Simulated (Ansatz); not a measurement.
# Cu3O2 (I4/mmm) in Ansatz: notebook

One crystal, Cu3O2, is run at these levels: PBEsol; tasks: relaxation of cell and atoms.

Program: Ansatz 0.2.0. These are calculated values, not measurements. Logs are shortened: lines on timing, memory, paths and dates and some standing lists are left out, and cuts for length are marked.

## Step 1: The crystal as given

It takes space group I4/mmm (No. 139, tetragonal). Conventional cell: a = 4.046 Å, b = 4.046 Å, c = 7.347 Å, α = 90.00°, β = 90.00°, γ = 90.00°. Around Cu (site symmetry 4/mmm) lie 4 O at 2.02 Å. Cu (site symmetry -4m2) has 2 O at 1.84 Å as nearest neighbours. O (site symmetry mmm) has 4 Cu at 1.84 to 2.02 Å as nearest neighbours.

The cell comes from a database or a generator and needn't be the stable form of this composition.

## Step 2: Relaxation of cell and atoms, PBEsol

Contents of input.yaml:

```yaml
crystal:
  lattice:
    - [-2.022982, 2.022982, 3.673617]
    - [2.022982, -2.022982, 3.673617]
    - [2.022982, 2.022982, -3.673617]
  atoms:
    - { symbol: Cu, position: [0.0, 0.0, 0.0] }
    - { symbol: Cu, position: [0.75, 0.25, 0.5] }
    - { symbol: Cu, position: [0.25, 0.75, 0.5] }
    - { symbol: O, position: [0.5, 0.0, 0.5] }
    - { symbol: O, position: [0.0, 0.5, 0.5] }
hamiltonian:
  xc: pbesol
  pseudopotentials: { kind: paw }
kpoints:
  mp_grid: { grid: [9, 9, 9] }
scf:
  occupations: { method: fermi_dirac, width: 0.05 }
output:
  forces: true
  stress: true
  eigenvalues: true
relax:
  f_tol: 0.01
  max_steps: 40
  cell: { stress_tol: 0.05 }
```

Potentials or basis: Ansatz PAW.

Run with:

```sh
ansatz run input.yaml --threads 2 --pin off --max-ram 5632MiB --backend cpu --events-out ev --progress --plain --runs-dir out
```

Output:

```text
Warning: RAYON_NUM_THREADS=2 ignored (pool sized by the plan → 2); use --threads N
Engine: ansatz 0.2.0, x86_64-unknown-linux-gnu
Pseudopotentials: kind: paw
Pseudopotential: Cu, paw, valence charge 19, recommended cutoff 420 eV (normal), Cu.paw.azcp
Pseudopotential: O, paw, valence charge 6, recommended cutoff 420 eV (normal), O.paw.azcp
Functional definition: PBEsol
  exchange = pbesol_x
  correlation = pbesol_c
Crystal: 5 atoms, lattice volume = 60.136 Å³
Basis set: ecut = 420 eV, 1209 PW (Γ), exchange–correlation on 64×64×64 points (8 copies of the dense FFT grid, shifted against one another)
Bands: 42, of which v1, the nominal top of the filled ones, is band 35 counted from 1 (34 counted from 0)
Symmetry: 16 space group operations
Space group: I4/mmm (ITA 139), of the structure as read, at distance tolerance 3.9e-5 Å
k-points: 75 of 729
Non-local potential: Cu, projectors of the file, l = 0: 3, l = 1: 2, l = 2: 3, l = 3: 1
Non-local potential: O, projectors of the file, l = 0: 2, l = 1: 2, l = 2: 1
PAW form: soft (Blöchl's): semilocal exchange-correlation on the pseudo side does not see the compensation charge
PAW frozen core: Cu, regenerated for the run's functional, and the local potential with it (the file was generated under x = pbe(κ = 0.804, μ = 0.2195149727645171), c = pbe(β = 0.06672455060314922))
PAW frozen core: O, regenerated for the run's functional, and the local potential with it (the file was generated under x = pbe(κ = 0.804, μ = 0.2195149727645171), c = pbe(β = 0.06672455060314922))
PAW one-centre angular grid: Cu, 590 points (default); XC on 64 Gauss nodes
PAW one-centre angular grid: O, 110 points (default); XC on 64 Gauss nodes
Initial density: superposition of atomic densities (neutral atoms: chi_scale 0, normalization atom), corrected by the library's trained network
Initial wavefunctions: pseudopotential atomic-orbital guess
Functional: x = pbesol(κ = 0.804, μ = 0.12345679012345678), c = pbesol(β = 0.046)
SCF iter   1: F=—  HF=-20884.510363 eV  |F-HF|=—  |Δ(HF+E_count)|=         —  Δρ=1.98e-2  dr2=1.44e-1  ethr=1.77e-3  ⟨swp⟩=6.0  Hψ=11891  notcnv=0  defer=8
preconditioner: auto → LDOS  [metal: Δε(μ)=0.018 eV  Ē_g=10.768 eV  σ=0.050 eV  W_gap=0.09  n_scr=22 (ndim 8)  ℏωp=32.1 eV  f_vac=0.087  D(μ)=2.01/eV (n_scr^D=14)  β→1.0]
SCF iter   2: F=—  HF=-20884.667589 eV  |F-HF|=—  |Δ(HF+E_count)|=   1.57e-1  Δρ=4.39e-2  dr2=6.61e-1  ethr=2.09e-4  ⟨swp⟩=3.0  Hψ=7050  notcnv=0  defer=154  recentre
SCF iter   3: F=—  HF=-20884.475226 eV  |F-HF|=—  |Δ(HF+E_count)|=   1.92e-1  Δρ=4.78e-3  dr2=8.12e-3  ethr=2.09e-4  ⟨swp⟩=3.0  Hψ=6184  notcnv=0  defer=154
SCF iter   4: F=—  HF=-20884.473304 eV  |F-HF|=—  |Δ(HF+E_count)|=   1.92e-3  Δρ=5.07e-4  dr2=7.02e-5  ethr=1.18e-5  ⟨swp⟩=2.0  Hψ=4987  notcnv=0  defer=153
SCF iter   5: F=—  HF=-20884.473306 eV  |F-HF|=—  |Δ(HF+E_count)|=   1.83e-6  Δρ=3.19e-4  dr2=3.94e-5  ethr=1.02e-7  ⟨swp⟩=2.0  Hψ=5207  notcnv=0  defer=153
SCF iter   6: F=—  HF=-20884.473304 eV  |F-HF|=—  |Δ(HF+E_count)|=   2.07e-6  Δρ=1.17e-4  dr2=5.81e-6  ethr=5.71e-8  ⟨swp⟩=1.1  Hψ=3002  notcnv=0  defer=153
SCF iter   7: F=—  HF=-20884.473303 eV  |F-HF|=—  |Δ(HF+E_count)|=   9.25e-7  Δρ=3.20e-5  dr2=4.35e-7  ethr=8.42e-9  ⟨swp⟩=2.3  Hψ=4023  notcnv=0  defer=153
SCF iter   8: F=-20884.473303 eV  HF=-20884.473303 eV  |F-HF|=2.26e-9  |Δ(HF+E_count)|=   3.98e-8  Δρ=2.69e-6  dr2=2.45e-9  ethr=1.45e-10  ⟨swp⟩=8.1  Hψ=11907  notcnv=0
SCF 1 converged in 8 iterations: F = -20884.473303 eV  dr2 = 2.45e-9
relax step   1: F+E_penalty+E_count = -20884.47330330 eV  Δ(F+E_penalty+E_count) = +0.000e0 eV  max|allowed force component| = 5.898e-18 eV/Å  Δτ_max = 0.0000 Å  P = -6.215 GPa  Ω = 60.136 Å³  (8 SCF iters, dr2 threshold 1.00e-7 eV, accepted)
Crystal: 5 atoms, lattice volume = 58.767 Å³
Basis set: ecut = 420 eV, 1161 PW (Γ), exchange–correlation on 64×64×64 points (8 copies of the dense FFT grid, shifted against one another)
Initial density: handed on by an earlier stage of this run
Initial wavefunctions: those handed on with the density
iter 1 solved again at ethr=2.06e-5 eV; its pass at ethr=3.10e-3 eV (dr2=1.42e-2 eV) is discarded
SCF iter   1: F=—  HF=-20884.519317 eV  |F-HF|=—  |Δ(HF+E_count)|=         —  Δρ=6.07e-3  dr2=1.43e-2  ethr=2.06e-5  ⟨swp⟩=1.9  Hψ=13271  notcnv=0
[... 57 lines left out ...]
iter 1 solved again at ethr=6.79e-8 eV; its pass at ethr=3.10e-3 eV (dr2=4.68e-5 eV) is discarded
SCF iter   1: F=—  HF=-20884.529023 eV  |F-HF|=—  |Δ(HF+E_count)|=         —  Δρ=1.83e-5  dr2=4.69e-8  ethr=6.79e-8  ⟨swp⟩=3.1  Hψ=19086  notcnv=0
preconditioner: auto → LDOS  [metal: Δε(μ)=0.029 eV  Ē_g=11.215 eV  σ=0.050 eV  W_gap=0.15  n_scr=14 (ndim 8)  ℏωp=32.9 eV  f_vac=0.079  D(μ)=1.86/eV (n_scr^D=14)  β→1.0]
SCF iter   2: F=—  HF=-20884.529019 eV  |F-HF|=—  |Δ(HF+E_count)|=   4.24e-6  Δρ=1.13e-5  dr2=4.11e-8  ethr=6.79e-11  ⟨swp⟩=2.4  Hψ=5873  notcnv=0
SCF iter   3: F=—  HF=-20884.529019 eV  |F-HF|=—  |Δ(HF+E_count)|=   5.01e-9  Δρ=6.77e-6  dr2=1.58e-8  ethr=5.95e-11  ⟨swp⟩=2.0  Hψ=5003  notcnv=0
SCF iter   4: F=—  HF=-20884.529019 eV  |F-HF|=—  |Δ(HF+E_count)|=   4.25e-9  Δρ=1.76e-6  dr2=1.19e-9  ethr=2.29e-11  ⟨swp⟩=2.0  Hψ=4549  notcnv=0
SCF iter   5: F=—  HF=-20884.529019 eV  |F-HF|=—  |Δ(HF+E_count)|=  6.91e-11  Δρ=8.36e-7  dr2=2.60e-10  ethr=1.73e-12  ⟨swp⟩=1.2  Hψ=3164  notcnv=0
SCF iter   6: F=—  HF=-20884.529019 eV  |F-HF|=—  |Δ(HF+E_count)|=  2.91e-11  Δρ=4.23e-7  dr2=6.99e-11  ethr=1.00e-12  ⟨swp⟩=1.0  Hψ=3150  notcnv=0
SCF iter   7: F=-20884.529019 eV  HF=-20884.529019 eV  |F-HF|=1.46e-11  |Δ(HF+E_count)|=  1.09e-11  Δρ=6.22e-8  dr2=1.47e-12  ethr=1.00e-12  ⟨swp⟩=4.0  Hψ=9760  notcnv=0
SCF 7 converged in 7 iterations: F = -20884.529019 eV  dr2 = 1.47e-12
relax step   7: F+E_penalty+E_count = -20884.52901892 eV  Δ(F+E_penalty+E_count) = +3.815e-4 eV  max|allowed force component| = 7.633e-18 eV/Å  Δτ_max = 0.0000 Å  P = -0.009 GPa  Ω = 57.211 Å³  stress off target by 1.96e-2 GPa  SCF on the basis re-selected at this cell (its energy is not comparable with the rows above)  (7 SCF iters)
basis re-selected at this cell: Δ(F+E_penalty+E_count) = +3.815e-4 eV, ΔP = -0.005 GPa vs the last step (what re-selecting the basis moved, of the pressure what is left beyond the Pulay correction that the steps carried, after the strain that the cell walked since its last selection, with what the two solves' SCF thresholds leave and, on support functions, any second-order correction that the steps lacked; it is no measure of the basis error at this ecutwfc). This SCF's stress stands 1.96e-2 GPa from its target on what of the cell is left free (relax.cell.stress_tol is 5.00e-2 GPa) and its largest allowed force component is 7.63e-18 eV/Å (relax.f_tol is 1.00e-2 eV/Å): within both
SCF converged after 7 iterations
Free energy (F): -20884.529019 eV
Harris-Foulkes:  -20884.529019 eV  (|F-HF|=1.46e-11)
Internal energy: -20884.513452 eV  (E = F + TS)
E sigma→0 (E₀):  -20884.521236 eV
Entropy (-TS):   -0.015567 eV (-3.113 meV/atom)
Fermi energy:    11.302683 eV
--- Per-component energies (eV) ---
  E_band       = -1349.691806
  E_kinetic    = 1243.050754
  E_local      = -14987.667697  (includes V_loc(G=0)·N_el)
  E_nonlocal   = 1279.351986
  E_hartree    = 6532.512576
  E_xc         = -408.434246
  E_vxc        = -527.479418  (∫ρ·V_xc dr)
  E_paw        = -5185.480959  (= ΣΔE_a)
  E_vpaw       = -1421.978235  (= ΣTr[D̂ρ^β])
  E_aug_tail   = 0.005606  (compensation charges beyond the density's cutoff)
  E_ewald      = -9358.540655
  E_core_change = 0.689182  (= ΣΔE_core)
  E_smearing   = -0.015567  (= −TS)
  E_closure    = -0.000000  (closes the sum)
  Σ components = -20884.529019   (vs F -20884.529019, Δ=0.00e0)
--- Forces (eV/Å), atoms counted from 1 ---
  atom   1  Cu    -0.00000000     0.00000000     0.00000000
  atom   2  Cu     0.00000000     0.00000000     0.00000000
  atom   3  Cu    -0.00000000    -0.00000000    -0.00000000
  atom   4  O      0.00000000     0.00000000    -0.00000000
  atom   5  O     -0.00000000    -0.00000000     0.00000000
  max |Σ_I F_I| component: 5.20e-18 eV/Å
--- Stress (GPa, compression-positive) ---
       -0.004405       0.000000       0.000000
        0.000000      -0.004405      -0.000000
        0.000000      -0.000000      -0.019631
  P = ⅓ Tr σ = -0.0095 GPa (-0.095 kbar)
--- Band table (eV; the first three rows and the last of 75) ---
  k-point 0: bands = ["-101.0365", "-100.7020", "-100.6999", "-58.5833", "-58.5833", "-58.5406", "-58.4449", "-58.4437", "-58.1424", "-58.1424", "-58.1258", "-58.1258", "-8.1935", "-6.7929", "4.3552", "5.3370", "5.3370", "5.9501", "6.2736", "7.9832", "8.1088", "8.1088", "8.2167", "8.8028", "8.8028", "8.9118", "8.9655", "9.0646", "9.3151", "9.3151", "9.6060", "9.7915", "10.4341", "10.4341", "11.7308", "11.8226", "16.4213", "16.4213", "18.3659", "18.6233", "22.2162", "22.4416"]
  k-point 1: bands = ["-101.0365", "-100.7019", "-100.7000", "-58.5836", "-58.5833", "-58.5403", "-58.4447", "-58.4439", "-58.1425", "-58.1403", "-58.1280", "-58.1257", "-8.1202", "-6.8294", "4.2782", "5.1197", "5.3725", "5.9562", "6.3697", "7.7018", "8.1221", "8.1583", "8.2884", "8.3813", "8.4636", "8.9800", "9.2652", "9.2928", "9.3082", "9.3593", "9.7084", "9.9062", "10.4791", "10.5304", "11.5493", "12.0132", "15.3475", "16.8939", "18.7067", "19.7375", "22.5976", "22.5998"]
  k-point 2: bands = ["-101.0365", "-100.7016", "-100.7003", "-58.5843", "-58.5832", "-58.5394", "-58.4446", "-58.4444", "-58.1427", "-58.1351", "-58.1333", "-58.1254", "-7.9270", "-6.9193", "4.0868", "4.5983", "5.3982", "5.9764", "6.2911", "7.3292", "8.1069", "8.1940", "8.2672", "8.4288", "8.4870", "9.0838", "9.1273", "9.2691", "9.3036", "9.5266", "9.5454", "10.4210", "10.5897", "11.0613", "11.2845", "12.4718", "13.8361", "17.8532", "19.4657", "20.6641", "20.9917", "23.3754"]
  k-point 74: bands = ["-101.0365", "-100.7020", "-100.6999", "-58.5836", "-58.5835", "-58.5370", "-58.4475", "-58.4446", "-58.1416", "-58.1416", "-58.1265", "-58.1264", "-7.7256", "-7.2112", "3.1732", "5.6522", "5.8932", "6.9741", "7.1200", "7.5199", "7.5654", "7.6452", "7.7673", "7.9253", "8.3771", "8.7405", "9.0021", "9.2100", "9.3798", "9.4483", "9.5447", "9.7391", "10.0111", "10.9551", "10.9729", "14.9287", "15.9814", "16.9164", "17.7564", "19.0615", "21.7976", "24.3366"]
--- Relaxed structure (5 steps of the walk, 5 accepted, 2 SCFs on fresh bases) ---
  F+E_penalty+E_count = -20884.52901892 eV   max|allowed force component| = 7.633e-18 eV/Å   (the final SCF, on the basis selected at the relaxed cell)
  cell:  # Å, volume = 57.2108 Å³
    - [-1.984783998728708, 1.984783998728708, 3.630709386011545]
    - [1.984783998728708, -1.984783998728708, 3.630709386011545]
    - [1.984783998728708, 1.984783998728708, -3.630709386011545]
  atoms:
    - { symbol: Cu, position: [3.5329062013401543e-37, 3.718848632989636e-37, 7.25175483432979e-37] }
    - { symbol: Cu, position: [0.75, 0.25, 0.49999999999999994] }
    - { symbol: Cu, position: [0.25, 0.75, 0.49999999999999994] }
    - { symbol: O, position: [0.49999999999999994, -3.9601813459663634e-35, 0.49999999999999994] }
    - { symbol: O, position: [-2.9951399763836915e-35, 0.49999999999999994, 0.49999999999999994] }
```

It took 12 s on 2 threads of AMD EPYC 9R45 (Zen 5), shared host; peak memory 0.53 GiB.

Results:

| Item | Value |
| --- | --- |
| Free energy | -20884.5290 eV |
| Relaxed volume | 11.44 Å³/atom |
| Relaxed cell | a = 4.589 Å, b = 4.589 Å, c = 4.589 Å, α = 128.75°, β = 128.75°, γ = 75.42° |
| Space group after relaxing (to 0.05 Å) | I4/mmm (No. 139) |
| Energy gained by relaxing | 11.1 meV/atom |
| Ionic steps | 7 |
| Pressure after relaxing | 0.0 GPa |
| Band gap on the k mesh | none (metal or under the smearing width) |

The path:
| step | energy change (eV) | largest force (eV/Å) | volume (Å³) |
| --- | --- | --- | --- |
| 1 | 0.0000 | 0.0000 | 60.14 |
| 2 | -0.0435 | 0.0000 | 58.77 |
| 3 | -0.0635 | 0.0000 | 57.17 |
| 4 | -0.0632 | 0.0000 | 57.31 |
| 5 | -0.0557 | 0.0000 | 57.31 |
| 6 | -0.0561 | 0.0000 | 57.21 |
| 7 | -0.0557 | 0.0000 | 57.21 |

Final structure:
```cif
data_structure
_symmetry_space_group_name_H-M 'P 1'
_symmetry_Int_Tables_number 1
_cell_length_a 4.5892
_cell_length_b 4.5892
_cell_length_c 4.5892
_cell_angle_alpha 128.749
_cell_angle_beta 128.749
_cell_angle_gamma 75.415
_cell_volume 57.21
loop_
_atom_site_label
_atom_site_type_symbol
_atom_site_fract_x
_atom_site_fract_y
_atom_site_fract_z
_atom_site_occupancy
Cu1 Cu 0.00000 0.00000 0.00000 1
Cu2 Cu 0.75000 0.25000 0.50000 1
Cu3 Cu 0.25000 0.75000 0.50000 1
O1 O 0.50000 0.00000 0.50000 1
O2 O 0.00000 0.50000 0.50000 1
```

Caveat: the plane-wave basis is chosen anew once the cell has moved, so the energies of steps on either side of that aren't comparable; the pressure holds a Pulay correction of +0.5 GPa for the finite cutoff; an odd number of electrons without spin polarisation forces a metal; a magnetic or distorted state may lie lower; the run has no spin polarisation, though such a crystal can be magnetic; semilocal functionals often make such compounds metallic where correlation or magnetic order opens a gap, which also shifts bond lengths; the PAW data sets come from PBE, with cores solved anew for the run's functional, which leaves a small shift of forces and pressure.

## Step 3: Relaxation of cell and atoms, PBEsol, target pressure 2 GPa, at which the enthalpy is minimised

input.yaml, as its differences from that of step 2:

```diff
@@ -22,2 +22,6 @@
   eigenvalues: true
+  write_density: true
+  write_potential: true
+  elf: true
+  volumetric_format: npy
 relax:
@@ -25,2 +29,2 @@
   max_steps: 40
-  cell: { stress_tol: 0.05 }
+  cell: { stress_tol: 0.05, p_target: 2.0 }
```

Potentials or basis: Ansatz PAW.

Run with:

```sh
ansatz run input.yaml --threads 2 --pin off --max-ram 5632MiB --backend cpu --events-out ev --progress --plain --runs-dir out
```

Output:

```text
Warning: RAYON_NUM_THREADS=2 ignored (pool sized by the plan → 2); use --threads N
Engine: ansatz 0.2.0, x86_64-unknown-linux-gnu
Pseudopotentials: kind: paw
Pseudopotential: Cu, paw, valence charge 19, recommended cutoff 420 eV (normal), Cu.paw.azcp
Pseudopotential: O, paw, valence charge 6, recommended cutoff 420 eV (normal), O.paw.azcp
Functional definition: PBEsol
  exchange = pbesol_x
  correlation = pbesol_c
Crystal: 5 atoms, lattice volume = 60.136 Å³
[... 143 lines left out ...]
  k-point 2: bands = ["-100.8064", "-100.4379", "-100.4365", "-58.3543", "-58.3533", "-58.3084", "-58.1796", "-58.1789", "-57.8814", "-57.8729", "-57.8710", "-57.8623", "-7.7254", "-6.6859", "4.3191", "4.7884", "5.5913", "6.1812", "6.4946", "7.5319", "8.3404", "8.4484", "8.5007", "8.6612", "8.7223", "9.3292", "9.3964", "9.5338", "9.5759", "9.7956", "9.8168", "10.7055", "10.8546", "11.3636", "11.5903", "12.7739", "14.1158", "18.1857", "19.8944", "21.0588", "21.3121", "23.7590"]
  k-point 74: bands = ["-100.8064", "-100.4384", "-100.4360", "-58.3537", "-58.3536", "-58.3064", "-58.1822", "-58.1790", "-57.8802", "-57.8801", "-57.8635", "-57.8634", "-7.5327", "-6.9766", "3.3695", "5.8555", "6.1030", "7.2183", "7.3340", "7.7717", "7.8016", "7.8779", "7.9833", "8.1557", "8.6095", "8.9783", "9.2624", "9.4602", "9.6476", "9.7116", "9.8170", "10.0244", "10.2995", "11.2288", "11.2489", "15.3306", "16.2880", "17.2368", "18.0861", "19.4009", "22.2781", "24.7145"]
--- Relaxed structure (5 steps of the walk, 5 accepted, 2 SCFs on fresh bases) ---
  F+E_penalty+E_count = -20884.52345764 eV   max|allowed force component| = 1.388e-18 eV/Å   (the final SCF, on the basis selected at the relaxed cell)
  cell:  # Å, volume = 56.2775 Å³
    - [-1.9695594438848516, 1.9695594438848516, 3.626909813014699]
    - [1.9695594438848516, -1.9695594438848516, 3.626909813014699]
    - [1.9695594438848516, 1.9695594438848516, -3.626909813014699]
  atoms:
    - { symbol: Cu, position: [3.63193947125029e-36, 7.676187359626519e-36, 1.1277408479541071e-35] }
    - { symbol: Cu, position: [0.7499999999999999, 0.24999999999999997, 0.49999999999999994] }
    - { symbol: Cu, position: [0.24999999999999997, 0.7499999999999999, 0.49999999999999994] }
    - { symbol: O, position: [0.49999999999999994, -2.9708381679125545e-35, 0.49999999999999994] }
    - { symbol: O, position: [1.461161447862201e-35, 0.49999999999999994, 0.49999999999999994] }
```

rho_z.tsv:

```text
# z_ang	rho[e/angstrom^3]
# format = ansatz-planar-average/11
# lattice	-1.969559444	1.969559444	3.626909813
# lattice	1.969559444	-1.969559444	3.626909813
# lattice	1.969559444	1.969559444	-3.626909813
# sites	5
# site	29	0.000000000	0.000000000	0.000000000
# site	29	0.000000000	1.969559444	1.813454907
# site	29	1.969559444	-0.000000000	1.813454907
# site	8	-0.000000000	1.969559444	-0.000000000
# site	8	1.969559444	0.000000000	0.000000000
0.000000	1.375750e0
0.142908	1.297231e0
0.285816	1.095783e0
0.428724	8.490944e-1
0.571631	6.295677e-1
0.714539	4.750642e-1
[... 24 lines left out ...]
4.287236	1.095783e0
4.430144	1.297231e0
```

v_z.tsv:

```text
# z_ang	v_es[eV]	v_tot[eV]
# format = ansatz-planar-average/11
# xc	pbesol
# density_cutoff_ev	1680
# datasets	Cu=:simpson_from_first_knot:soft:shift=-1116002	O=:simpson_from_first_knot:soft:shift=-234619
# lattice	-1.969559444	1.969559444	3.626909813
# lattice	1.969559444	-1.969559444	3.626909813
# lattice	1.969559444	1.969559444	-3.626909813
# sites	5
# site	29	0.000000000	0.000000000	0.000000000
# site	29	0.000000000	1.969559444	1.813454907
# site	29	1.969559444	-0.000000000	1.813454907
# site	8	-0.000000000	1.969559444	-0.000000000
# site	8	1.969559444	0.000000000	0.000000000
0.000000	9.362759e0	1.012508e-1
0.142908	9.392968e0	1.805449e-1
0.285816	9.482180e0	3.367826e-1
0.428724	9.625804e0	4.432221e-1
0.571631	9.801758e0	4.584204e-1
0.714539	9.946304e0	3.521710e-1
[... 24 lines left out ...]
4.287236	9.482180e0	3.367826e-1
4.430144	9.392968e0	1.805449e-1
```

Run time: 13 s. Hardware: 2 threads of AMD EPYC 9R45 (Zen 5), shared host; peak memory 0.53 GiB.

Results:

```yaml
Free_energy: -20884.5235 eV
Relaxed_volume: 11.26 Å³/atom
Relaxed_cell: a = 4.573 Å, b = 4.573 Å, c = 4.573 Å, α = 128.98°, β = 128.98°, γ = 75.05°
Space_group_after_relaxing_to_0.05_Å: I4/mmm (No. 139)
Energy_change_on_relaxing_the_enthalpy_is_what_falls: -10.0 meV/atom
Ionic_steps: 7
Pressure_after_relaxing: 2.0 GPa
Band_gap_on_the_k_mesh: none (metal or under the smearing width)
```

Step by step:
```
step  energy change (eV)  largest force (eV/Å)  volume (Å³)
   1              0.0000                0.0000        60.14
   2             -0.0530                0.0000        58.27
   3             -0.0583                0.0000        56.16
   4             -0.0609                0.0000        56.40
   5             -0.0516                0.0000        56.40
   6             -0.0506                0.0000        56.28
   7             -0.0502                0.0000        56.28
```

Final structure:
```
CELL_PARAMETERS angstrom
-1.96956 1.96956 3.62691
1.96956 -1.96956 3.62691
1.96956 1.96956 -3.62691
ATOMIC_POSITIONS crystal
Cu 0.00000 0.00000 0.00000
Cu 0.75000 0.25000 0.50000
Cu 0.25000 0.75000 0.50000
O 0.50000 0.00000 0.50000
O 0.00000 0.50000 0.50000
```

Caveat: the plane-wave basis is chosen anew once the cell has moved, so the energies of steps on either side of that aren't comparable; the pressure holds a Pulay correction of +0.5 GPa for the finite cutoff; an odd number of electrons without spin polarisation forces a metal; a magnetic or distorted state may lie lower; the run has no spin polarisation, though such a crystal can be magnetic; semilocal functionals often make such compounds metallic where correlation or magnetic order opens a gap, which also shifts bond lengths; the PAW data sets come from PBE, with cores solved anew for the run's functional, which leaves a small shift of forces and pressure.
